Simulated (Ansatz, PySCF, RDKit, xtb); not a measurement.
**C4H4ClF3: ranking a sample of isomers**

A sample of isomers of C4H4ClF3 is drawn. Aim: find which of them has the lowest free energy at 298.15 K, then its properties. The sample is small against all isomers, and the most stable one of this formula need not be in it.

Plan: many cheap relaxations first (GFN2-xTB), then density-functional screening, relaxation at PBE0-D3(BJ)/def2-SVP, vibrations (at GFN2-xTB) and a final energy. The numbers are computed, not measured.

## (1) Drawing up candidates

Isomers were taken from a list of plausible structures; this is a sample, not all of them. That gives 3 candidates.

| label | SMILES | spin |
| --- | --- | --- |
| c205 | FC(F)(F)[C@@H]1C[C@@H]1Cl | singlet |
| c483 | FC(F)(F)C1(Cl)CC1 | singlet |
| c533 | FC(F)(F)[C@@H]1C[C@H]1Cl | singlet |

Candidates are built by distance geometry, with a force field where one applies, in up to four conformers (letters a to d).

**Question.** With final energies at CCSD(T)/def2-SVP + MP2/def2-TZVPP - MP2/def2-SVP, which structure will this search put lowest in free energy, and by what margin?

| quantity | value |
| --- | --- |
| lowest structure found | FC(F)(F)[C@@H]1C[C@H]1Cl, singlet |
| next finalist | FC(F)(F)C1(Cl)CC1, singlet, 1.7 kcal/mol higher in G |
| share at equilibrium, among the finalists | 94.0 % |
| dipole moment (PBE0/def2-SVPD) | 1.56 D |
| HOMO energy (PBE0/def2-SVPD) | -8.47 eV |
| LUMO energy (PBE0/def2-SVPD) | 0.15 eV |
| HOMO–LUMO gap (PBE0/def2-SVPD) | 8.62 eV |
| lowest excitation (TD-PBE0/def2-SVPD) | 6.97 eV (f = 0.001) |
| strongest of the states computed, same level | 8.69 eV (f = 0.026) |
| lowest triplet excitation, same level, Tamm-Dancoff | 6.29 eV |
| vertical ionisation energy | 10.69 eV |
| vertical electron affinity | -1.63 eV (unbound: the value depends on the basis) |
| vertical triplet less singlet | +6.37 eV |

The search ends on `FC(F)(F)[C@@H]1C[C@H]1Cl`. The margin, 1.7 kcal/mol, is modest. GFN2-xTB, HF/STO-3G, r2SCAN-D4/def2-SVP, PBE0-D3(BJ)/def2-SVP, HF/def2-SVP and MP2/def2-SVP already put its bonding pattern lowest among the structures in one piece. The search is not exhaustive (a finite list of starts, one conformer a finalist), so a lower isomer can't be ruled out. Only 3 drawn patterns were tried, so whole families of isomers are missing, and the result ranks this sample alone.
